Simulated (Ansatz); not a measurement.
# LaGa2Rh3: the cost of one run

Program: Ansatz 0.2.0. Level of theory: DFT PBEsol, scalar-relativistic, plane waves, PAW. These are calculated values, not measurements.

## 1. The system as given

The cell holds 18 atoms (Ga6La3Rh9): a = 6.763 Å, b = 6.763 Å, c = 6.763 Å, α = 91.89°, β = 91.89°, γ = 91.89°.

As a file:

```xyz
18
Lattice="2.8061 4.8604 -3.7733 2.8061 -4.8604 -3.7733 -5.6123 0.0000 -3.7733" Properties=species:S:1:pos:R:3 pbc="T T T"
Ga   -0.0689   -3.2415   -3.7700
Ga   -2.7620    1.5917   -7.4947
Ga   -2.7888    1.6936   -3.7659
Ga   -2.7563   -1.6493   -3.7620
Ga    2.7982   -1.6006   -7.5332
Ga    2.8049   -1.6219   -3.7804
Rh   -0.0273   -0.0547   -3.7642
La   -5.6123    0.0000   -3.7733
La    0.0000    0.0000   -7.5466
La   -4.2248   -2.4332   -5.6597
Rh   -1.4031    2.4302   -5.6599
Rh    1.4108   -2.3606   -5.6556
Rh    1.4151    2.3936   -5.6078
Rh   -1.4787   -2.3925   -9.4246
Rh   -1.3474   -2.3824   -5.7155
Rh    2.8061    0.0000   -5.6599
Rh   -2.8061    0.0000   -5.6599
Rh   -2.8283   -0.0533   -1.8675
```

The host was relaxed before at PBEsol: a = 5.612 Å, b = 5.612 Å, c = 3.773 Å, α = 90.00°, β = 90.00°, γ = 120.00° (conventional cell), 17.155 Å³/atom.

Places, in fractions of the supercell: Rh in place of La at (0.333, 0.333, 0.333); La in place of Rh at (0.000, 0.500, 1.000). Its neighbours start displaced at random, with a spread of 0.03 Å in each coordinate.

## 2. The perfect crystal in the supercell of 18 atoms

File input.yaml:

```yaml
crystal:
  lattice:
    - [2.8061438364, 4.860383698, -3.77328088]
    - [2.8061438364, -4.860383698, -3.77328088]
    - [-5.6122876728, 0.0, -3.77328088]
  atoms:
    - { symbol: Ga, position: [0.0, 0.6666666667, 0.3333333333] }
    - { symbol: Ga, position: [0.6666666667, 0.3333333333, 1.0] }
    - { symbol: Ga, position: [0.3333333333, 0.0, 0.6666666667] }
    - { symbol: Ga, position: [0.0, 0.3333333333, 0.6666666667] }
    - { symbol: Ga, position: [0.6666666667, 1.0, 0.3333333333] }
    - { symbol: Ga, position: [0.3333333333, 0.6666666667, 0.0] }
    - { symbol: La, position: [0.3333333333, 0.3333333333, 0.3333333333] }
    - { symbol: La, position: [0.0, 0.0, 1.0] }
    - { symbol: La, position: [0.6666666667, 0.6666666667, 0.6666666667] }
    - { symbol: Rh, position: [0.0, 0.5, 1.0] }
    - { symbol: Rh, position: [0.6666666667, 0.1666666667, 0.6666666667] }
    - { symbol: Rh, position: [0.3333333333, 0.8333333333, 0.3333333333] }
    - { symbol: Rh, position: [0.8333333333, 0.3333333333, 0.3333333333] }
    - { symbol: Rh, position: [0.5, 1.0, 1.0] }
    - { symbol: Rh, position: [0.1666666667, 0.6666666667, 0.6666666667] }
    - { symbol: Rh, position: [0.6666666667, 0.6666666667, 0.1666666667] }
    - { symbol: Rh, position: [0.3333333333, 0.3333333333, 0.8333333333] }
    - { symbol: Rh, position: [0.0, 0.0, 0.5] }
basis:
  ecutwfc: 420
  xc_grid: 2
kpoints:
  mp_grid: { grid: [3, 3, 3], shift: [0.0, 0.0, 0.0] }
hamiltonian:
  xc: pbesol
scf:
  occupations: { method: gaussian, width: 0.05 }
output:
  forces: true
  stress: true
  eigenvalues: true
  write_density: true
  write_potential: true
  elf: true
  volumetric_format: npy
```

Command:

```console
> ansatz run input.yaml --threads 8 --pin off --max-ram 14336MiB --backend cpu --events-out ev --progress --plain --runs-dir out
```

Q: Estimate wall time and peak memory on 8 threads of Arm Neoverse V2, shared host.

About 3.9 s, with a peak of 1.5 GiB.
